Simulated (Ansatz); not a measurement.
# CH₈NPSi₂: small, medium and large basis sets

How large a basis does CH₈NPSi₂ need? Two functionals are run in growing sets.

The runs use Ansatz 0.2.0, Gaussian basis; one geometry, several basis sets.

Levels to be run: PBE0-D4/def2-SVP; ωB97M-V/def2-SVP; PBE0-D4/def2-QZVPP; ωB97M-V/def2-QZVPP; the functionals' def2-TZVPP values are taken from earlier runs.

## (1) The relaxed structure

The geometry comes from an earlier relaxation with PBE0-D4 in a triple-zeta def2 set; it is a stationary point, not always the lowest conformer.

13 atoms, charge 0, spin multiplicity 1.

Atoms are counted from 1 here; the program's logs count them from 0.

Bond lengths: Si1–C2 1.886 Å, Si1–H6 1.488 Å, Si1–H7 1.490 Å, Si1–H8 1.485 Å, C2–N3 1.441 Å, C2–H9 1.101 Å, C2–H10 1.097 Å, N3–Si4 1.706 Å, N3–P5 1.767 Å, Si4–P5 2.194 Å, Si4–H11 1.484 Å, Si4–H12 1.480 Å, P5–H13 1.445 Å. Angles: C2–Si1–H6 110.3°, C2–Si1–H7 108.9°, C2–Si1–H8 110.4°, H6–Si1–H7 109.0°, H6–Si1–H8 109.6°, H7–Si1–H8 108.6°, Si1–C2–N3 109.9°, Si1–C2–H9 109.6°, Si1–C2–H10 108.7°, N3–C2–H9 112.3°, N3–C2–H10 109.8°, H9–C2–H10 106.3°, C2–N3–Si4 139.6°, C2–N3–P5 127.9°, Si4–N3–P5 78.3°, N3–Si4–P5 52.1°, N3–Si4–H11 118.7°, N3–Si4–H12 117.8° and more.

## (2) PBE0-D4 in def2-SVP

in.yaml

```yaml
crystal:
  periodic: [false, false, false]
  atoms:
    - {symbol: Si, position_ang: [-1.802309, 0.861779, 0.034728]}
    - {symbol: C, position_ang: [0.041867, 0.976338, 0.412549]}
    - {symbol: N, position_ang: [0.606737, -0.346398, 0.505374]}
    - {symbol: Si, position_ang: [0.880831, -1.714103, -0.476709]}
    - {symbol: P, position_ang: [2.251759, -0.794934, 0.969115]}
    - {symbol: H, position_ang: [-2.365017, 2.216987, -0.209356]}
    - {symbol: H, position_ang: [-1.992847, 0.030295, -1.186480]}
    - {symbol: H, position_ang: [-2.523680, 0.219922, 1.163260]}
    - {symbol: H, position_ang: [0.539101, 1.591006, -0.353576]}
    - {symbol: H, position_ang: [0.173377, 1.504448, 1.365068]}
    - {symbol: H, position_ang: [1.127878, -1.512679, -1.926352]}
    - {symbol: H, position_ang: [0.081139, -2.930052, -0.206549]}
    - {symbol: H, position_ang: [3.001763, -0.137311, -0.076273]}
basis:
  gaussian: {orbitals: def2-SVP}
hamiltonian: {xc: pbe0, dispersion: d4}
output: {orbitals: {seedname: orbitals}}
```

On the command line:

```console
> ansatz run in.yaml --threads 4 --pin off --events-out ev --progress --plain --max-ram 10444MiB
```

After this run come: ωB97M-V in def2-SVP; PBE0-D4 in def2-QZVPP; ωB97M-V in def2-QZVPP.

Before running them: what should the planned runs give, taken together? Wanted: PBE0-D4: double and triple zeta above quadruple; ωB97M-V: double and triple zeta above quadruple.

**Answer**, as computed:

```
                                       quantity           value
PBE0-D4: double and triple zeta above quadruple  12.79, 0.99 eV
ωB97M-V: double and triple zeta above quadruple  12.89, 0.92 eV
```

What this shows: PBE0-D4 gains 11.81 eV from double to triple zeta, then 0.99 eV more. Total energies overstate the basis error of differences, where much of it tends to cancel. The LUMO of ωB97M-V is positive and keeps falling with the basis (1.45 to 0.85 eV): an unbound level that the basis holds in place.
